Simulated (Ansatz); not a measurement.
# MgS: energy and pressure over a range of volumes

The task here is to estimate one member of a computed series from the others.

Computed with Ansatz 0.2.0 (DFT LDA, scalar-relativistic, unless a step's input says otherwise).

### The structure to begin with

It takes space group Fm-3m (No. 225, cubic). Conventional cell: a = 5.203 Å, b = 5.203 Å, c = 5.203 Å, α = 90.00°, β = 90.00°, γ = 90.00°. Mg (site symmetry m-3m) has 6 S at 2.60 Å as nearest neighbours. S (site symmetry m-3m) has 6 Mg at 2.60 Å as nearest neighbours.

Structure file:

```xyz
2
Lattice="0.0000 2.6017 2.6017 2.6017 0.0000 2.6017 2.6017 2.6017 0.0000" Properties=species:S:1:pos:R:3 pbc="T T T"
Mg    0.0000    0.0000    0.0000
S     2.6017    2.6017    2.6017
```

Atoms are numbered in the order of the input: Mg1, S2.

The first run:

Input file input.yaml:

```yaml
crystal:
  lattice:
    - [0.0, 2.5485401997, 2.5485401997]
    - [2.5485401997, 0.0, 2.5485401997]
    - [2.5485401997, 2.5485401997, 0.0]
  atoms:
    - { symbol: Mg, position: [0.0, 0.0, 0.0] }
    - { symbol: S, position: [0.5, 0.5, 0.5] }
kpoints:
  mp_grid: { grid: [8, 8, 8] }
  band_path:
    path:
      - [0.0, 0.0, 0.0]
      - [0.5, 0.0, 0.5]
      - [0.625, 0.25, 0.625]
      - [0.375, 0.375, 0.75]
      - [0.0, 0.0, 0.0]
      - [0.5, 0.5, 0.5]
      - [0.5, 0.25, 0.75]
      - [0.5, 0.0, 0.5]
    npoints: 5
scf:
  occupations: { method: fermi_dirac, width: 0.01 }
hamiltonian:
  xc: lda
  pseudopotentials: { kind: all_electron, lapw: { basis_error: 0.00025 } }
output:
  forces: true
  stress: true
  eigenvalues: true
```

Run with:

```
> ansatz run input.yaml --threads 1 --pin off --max-ram 3072MiB --backend cpu --events-out ev --progress --plain --runs-dir out
```

Among the steps run: Volume × 0.94, LAPW; Volume × 0.94, PAW; Volume × 0.94, crystal datasets; Volume × 0.98, LAPW; Volume × 0.98, PAW; Volume × 0.98, crystal datasets; Volume × 1.01, LAPW; Volume × 1.01, PAW; Volume × 1.01, crystal datasets; Volume × 1.04, LAPW; Volume × 1.04, PAW; Volume × 1.04, crystal datasets.

One table of the session follows, with a row left open; its other results are not shown here.

| method | volume (Å³/atom) | pressure (GPa) | gap on the k mesh (eV) |
| --- | --- | --- | --- |
| LAPW | 16.553 | 1.66 | 2.69 |
| LAPW | 17.257 | -1.79 | 2.60 |
| LAPW | 17.786 | -3.93 | 2.54 |
| LAPW | 18.314 | -5.76 | 2.48 |
| PAW | 16.553 | ? | ? |
| PAW | 17.257 | -1.81 | 2.60 |
| PAW | 17.786 | -3.96 | 2.54 |
| PAW | 18.314 | -5.78 | 2.48 |
| crystal datasets | 16.553 | 1.66 | 2.69 |
| crystal datasets | 17.257 | -1.79 | 2.60 |
| crystal datasets | 17.786 | -3.93 | 2.54 |
| crystal datasets | 18.314 | -5.76 | 2.48 |

Estimate the missing values for PAW, 16.553.

The run gave: pressure (GPa): 1.63; gap on the k mesh (eV): 2.69. In the column «pressure (GPa)» it lies between crystal datasets, 17.257 (-1.79) and LAPW, 16.553 (1.66).

To keep in mind: Warnings in the runs' records: crystal datasets made.
